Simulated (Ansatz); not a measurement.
AlAsH3N, SMILES [NH]1[AlH][AsH]1: an atomisation energy, run with the Ansatz DFT code, driven from Python.

The script, `tae_alash3n.py`:
```python
from collections import Counter

import ansatz as az

BASIS_SET = 'def2-SVP'
METHOD = 'ccsd_t'


def energy_of(molecule, charge=0, unpaired=0):
    calc = molecule.calculation().basis(gaussian=BASIS_SET).correlation(METHOD)
    if charge:
        calc = calc.charge(charge)
    if unpaired:
        calc = calc.spin('collinear', total=unpaired)
    report = calc.run(threads=1, pin='off').report
    if report['published_state_doubts']:
        print('  doubts:', report['published_state_doubts'])
    return report['free_energy_ev']

GEOMETRY = '''
N    -0.42820   -1.01610   -0.31180
Al    0.40520    0.64450   -0.82480
As    0.64530   -0.69440    1.16160
H    -1.37070   -0.69700   -0.03680
H     1.15500    1.49310   -1.96830
H    -0.36450    0.20580    1.93390
'''


def main() -> None:
    mol = az.Crystal.molecule()
    for line in GEOMETRY.strip().splitlines():
        symbol, *xyz = line.split()
        mol = mol.atom(symbol, [float(v) for v in xyz])

    unpaired = {'N': 3, 'Al': 1, 'As': 3, 'H': 1}
    counts = Counter(site.symbol for site in mol.cartesian_sites)
    atom_energy = {s: energy_of(az.Crystal.molecule().atom(s, (0, 0, 0)), 0, unpaired[s]) for s in counts}
    whole = energy_of(mol, 0, 0)
    for s, e in atom_energy.items():
        print(f'{s:2s} x{counts[s]}  {e:14.5f} eV')
    print(f'AlAsH3N: {whole:.5f} eV')
    split = sum(counts[s] * e for s, e in atom_energy.items()) - whole
    print(f'atomisation energy (no zero-point term): {96.485332 * split:.1f} kJ/mol, {split / sum(counts.values()):.3f} eV an atom')


if __name__ == '__main__':
    main()
```

What does it cost to take this molecule apart into atoms?

1302.3 kJ/mol from the electronic energies, without the zero-point term.

What the script printed:

Output of `python tae_alash3n.py`:
```text
N  x1     -1480.89037 eV
Al x1     -6580.62380 eV
As x1    -60793.05266 eV
H  x3       -13.58606 eV
AlAsH3N: -68908.82195 eV
atomisation energy (no zero-point term): 1302.3 kJ/mol, 2.249 eV an atom
```

Reading the output:
- Total energies depend on the basis set; only differences at equal settings carry meaning.
- The geometry is a force-field or estimated start, not a minimum of this method, and the basis set is short of its limit. All parts are taken at fixed geometry, without zero-point energy.
- In double-zeta sets correlated atomisation energies come out some 10 to 15 % low.
- Timing: 4 s on 1 thread of Intel(R) Xeon(R) Processor @ 2.30GHz, on a shared host, peak memory 0.3 GiB.
